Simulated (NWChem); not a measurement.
# UMP4(SDQ)/6-31G(d)/SBKJC-VDZ (core potential, Cartesian functions) run of SbHF (SMILES [F][SbH])

What is the vertical ionisation energy of SbHF at UMP4(SDQ)/6-31G*/SBKJC-VDZ (core potential, Cartesian functions)? 

The results are computed with NWChem 7.3.0.

3 further runs of the same task are left out: 3 set aside as unsound or not needed.

### Step 1. The system as given

SbHF: 3 atoms, total charge 0, spin state doublet. As SMILES, `[F][SbH]`. The shape is that of a PBE0-D4/def2-TZVP optimisation.

Bond lengths: F1–Sb2 1.920 Å, Sb2–H3 1.720 Å. Angles: F1–Sb2–H3 93.1°.

### Step 2. The energy at UMP4(SDQ)/6-31G(d)/SBKJC-VDZ (core potential, Cartesian functions)

The input, fhsb.nw:

```
start fhsb
title "FHSb"
memory total 2200 mb

geometry units au noautosym nocenter noautoz
F   -1.56129172   2.07926565  -0.64477455
Sb  -0.61189332  -1.41975124  -0.48358092
H    2.15239806  -0.78177970   1.10322211
end

basis
F library 6-31G*
Sb library "sbkjc vdz ecp"
H library 6-31G*
end

ecp
Sb library "sbkjc ecp"
end

scf
doublet
uhf
thresh 1e-06
maxiter 60
end

tce
scf
mbpt4(sdq)
freeze core 1
maxiter 100
end

task tce
```

Launch:

```
$ nwchem fhsb.nw > fhsb.out
```

What it wrote:

```text
[...]
  functions       =    25
[...]
  wavefunction    = UHF
[...]
         Total SCF energy =   -105.285553440394
      One electron energy =   -180.478425211846
      Two electron energy =     59.456130337177
 Nuclear repulsion energy =     15.736741434275
                       Sz =      0.5000
                 Sz(Sz+1) =      0.7500
                      S^2 =      0.7581
[...]
         Wavefunction type : Unrestricted Hartree-Fock
          No. of electrons :    15
[...]
         Spin multiplicity : doublet
[...]
 Warning: unknown model (tce_tile.F)
[...]
```

Wall time 1.8 s (1 thread of AMD EPYC 7B13 (Zen 3), shared host); peak memory 0.11 GiB.

### Step 3. The singlet cation at the same level

The input, run.nw:

```
START run
TITLE "FHSb"
memory stack 880 mb heap 220 mb global 1100 mb
charge 1

GEOMETRY units angstroms noautosym nocenter
  zmatrix
    F
    Sb 1 r2
    H 2 r3 1 a3
  variables
    r2 1.920444
    r3 1.720132
    a3 93.1485
  end
END

BASIS cartesian
  * library 6-31G* except Sb
  Sb library "sbkjc vdz ecp"
END

ECP
  Sb library "sbkjc ecp"
END

SCF
  thresh 1e-06
  maxiter 80
END

TCE
  scf
  mbpt4(sdq)
  freeze core 1
  maxiter 100
END

TASK tce energy
```

Launch:

```
$ nwchem run.nw > run.out
```

What it wrote:

```text
[...]
  functions       =    25
[...]
  wavefunction    = RHF
[...]
         Total SCF energy =   -104.968385825138
      One-electron energy =   -176.513346613531
      Two-electron energy =     55.808219754953
 Nuclear repulsion energy =     15.736741033440
        Time for solution =      0.8s
[...]
         Wavefunction type : Restricted Hartree-Fock
          No. of electrons :    14
[...]
         Spin multiplicity : singlet
[...]
 Warning: unknown model (tce_tile.F)
[...]
```

Wall time 1.6 s (1 thread of AMD EPYC 7B13 (Zen 3), shared host); peak memory 0.11 GiB.

### Step 4. Results

At UMP4(SDQ)/6-31G*/SBKJC-VDZ (core potential, Cartesian functions), 1 core orbital frozen:

| quantity | value |
| --- | --- |
| doublet SbHF: total energy | -105.51100 Eh |
| doublet SbHF: HOMO energy (Hartree–Fock orbitals) (highest over α and β) | -9.00 eV |
| doublet SbHF: LUMO energy (Hartree–Fock orbitals) (lowest over α and β) | 0.10 eV |
| doublet SbHF: correlation energy (1 core orbital frozen) | -225.5 mEh |
| doublet SbHF: ⟨S²⟩ of the reference determinant | 0.758 |
| singlet cation: total energy | -105.20742 Eh |
| singlet cation: HOMO energy (Hartree–Fock orbitals) | -18.29 eV |
| singlet cation: LUMO energy (Hartree–Fock orbitals) | -8.27 eV |
| singlet cation: HOMO–LUMO gap (Hartree–Fock orbitals) | 10.02 eV |
| singlet cation: correlation energy (1 core orbital frozen) | -239.0 mEh |
| vertical ionisation energy (to the singlet cation) | 8.261 eV |

In words: Removing an electron at fixed nuclei costs 8.26 eV (191 kcal/mol). Only the singlet of the ionised species was computed; a triplet could lie lower. Mulliken charges (doublet SbHF) run from -0.65 on F1 to +0.87 on Sb2; they depend strongly on the basis. Mulliken charges (singlet cation) run from -0.56 on F1 to +1.65 on Sb2.
